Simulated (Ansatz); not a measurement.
Runs of Ansatz 0.2.0 on PtSe. It takes space group F-43m (No. 216, cubic). Conventional cell: a = 6.075 Å, b = 6.075 Å, c = 6.075 Å, α = 90.00°, β = 90.00°, γ = 90.00°. Around Pt (site symmetry -43m) lie 4 Se at 2.63 Å. Se (site symmetry -43m) is surrounded by 4 Pt at 2.63 Å. The cell comes from a database or a generator and needn't be the stable form of this composition.

| level | U | hubbard projectors | double counting | gap on the mesh (eV) | pressure (GPa) |
| --- | --- | --- | --- | --- | --- |
| r2SCAN+U | Pt d U = 8 eV | ortho-atomic (the default) | fll (the default) | none | -12.3 |
| r2SCAN+U | Pt d U = 4 eV | ortho-atomic (the default) | fll (the default) | none | -13.2 |
| r2SCAN+U | Pt d U = 1 eV | ortho-atomic (the default) | fll (the default) | none | -13.4 |
| r2SCAN | - | - | - | none | (a) |
| r2SCAN+U | Pt d U = 2 eV | ortho-atomic (the default) | fll (the default) | none | -13.4 |

Alike in all rows: task projected density of states; potentials or basis Ansatz PAW; no spin polarisation; cell as given; k mesh 8 × 8 × 8; cutoff (eV) 500; smearing fermi-dirac 0.05 eV.

Task: Fill in the values left out.

Result: (a) -13.5.

Caveats: the PAW data sets come from PBE, with cores solved anew for the run's functional, which leaves a small shift of forces and pressure; the density of states is complete only up to the lowest level of the last band computed; U without spin polarisation on a metal has little footing (some runs).

A k mesh can miss the band edges, and the runs leave out spin-orbit coupling on Pt, Se.

A gap of «none» marks a metal or a gap under the smearing width.
